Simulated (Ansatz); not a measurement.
# LaInO3: the cost of one run

Computed with Ansatz 0.2.0 (DFT HSE06, scalar-relativistic, plane waves, PAW, unless a step's input says otherwise).

## Step 1: Starting point

The structure is orthorhombic, space group Pnma (No. 62). The conventional cell has a = 5.940 Å, b = 8.216 Å, c = 5.723 Å, α = 90.00°, β = 90.00°, γ = 90.00°. La (site symmetry m) has 6 O at 2.35 to 2.67 Å as nearest neighbours. In (site symmetry -1) has 6 O at 2.11 to 2.22 Å as nearest neighbours. O (site symmetry m) has 2 In at 2.16 Å and 2 La at 2.35 to 2.58 Å as nearest neighbours. O (site symmetry 1) is surrounded by 2 In at 2.11 to 2.22 Å and 2 La at 2.42 to 2.67 Å.

As a file:

```
CELL_PARAMETERS angstrom
5.94040 0.00000 0.00000
0.00000 8.21580 0.00000
0.00000 0.00000 5.72290
ATOMIC_POSITIONS crystal
La 0.94490 0.25000 0.01690
La 0.55510 0.75000 0.51690
La 0.44490 0.25000 0.48310
La 0.05510 0.75000 0.98310
In 0.00000 0.00000 0.50000
In 0.50000 0.00000 0.00000
In 0.50000 0.50000 0.00000
In 0.00000 0.50000 0.50000
O 0.02900 0.25000 0.61500
O 0.47100 0.75000 0.11500
O 0.52900 0.25000 0.88500
O 0.97100 0.75000 0.38500
O 0.20900 0.06230 0.19200
O 0.29100 0.93770 0.69200
O 0.70900 0.43770 0.30800
O 0.79100 0.56230 0.80800
O 0.79100 0.93770 0.80800
O 0.70900 0.06230 0.30800
O 0.29100 0.56230 0.69200
O 0.20900 0.43770 0.19200
```

The structure rests on an entry of the Crystallography Open Database; cell or positions may have been set otherwise for this series.

## Step 2: Single point: LaInO3, no spin

File input.yaml:

```yaml
crystal:
  lattice:
    - [5.9404, 0.0, 0.0]
    - [0.0, 8.2158, 0.0]
    - [0.0, 0.0, 5.7229]
  atoms:
    - { symbol: La, position: [0.9449, 0.25, 0.0169] }
    - { symbol: La, position: [0.5551, 0.75, 0.5169] }
    - { symbol: La, position: [0.4449, 0.25, 0.4831] }
    - { symbol: La, position: [0.0551, 0.75, 0.9831] }
    - { symbol: In, position: [0.0, 0.0, 0.5] }
    - { symbol: In, position: [0.5, 0.0, 0.0] }
    - { symbol: In, position: [0.5, 0.5, 0.0] }
    - { symbol: In, position: [0.0, 0.5, 0.5] }
    - { symbol: O, position: [0.029, 0.25, 0.615] }
    - { symbol: O, position: [0.471, 0.75, 0.115] }
    - { symbol: O, position: [0.529, 0.25, 0.885] }
    - { symbol: O, position: [0.971, 0.75, 0.385] }
    - { symbol: O, position: [0.209, 0.0623, 0.192] }
    - { symbol: O, position: [0.291, 0.9377, 0.692] }
    - { symbol: O, position: [0.709, 0.4377, 0.308] }
    - { symbol: O, position: [0.791, 0.5623, 0.808] }
    - { symbol: O, position: [0.791, 0.9377, 0.808] }
    - { symbol: O, position: [0.709, 0.0623, 0.308] }
    - { symbol: O, position: [0.291, 0.5623, 0.692] }
    - { symbol: O, position: [0.209, 0.4377, 0.192] }
scf:
  occupations: { method: fixed }
output:
  forces: false
  stress: false
  eigenvalues: true
  write_density: true
  write_potential: true
  elf: true
  volumetric_format: npy
kpoints:
  mp_grid: { grid: [3, 2, 3] }
hamiltonian:
  xc: hse06
```

Launch:

```
> ansatz run input.yaml --threads 8 --pin off --max-ram 22528MiB --backend cpu --events-out ev --progress --plain --runs-dir out
```

What time and memory should one allow on 8 threads of AMD EPYC 7R43 (Zen 3), shared host?

About 77 s, with a peak of 5.2 GiB.
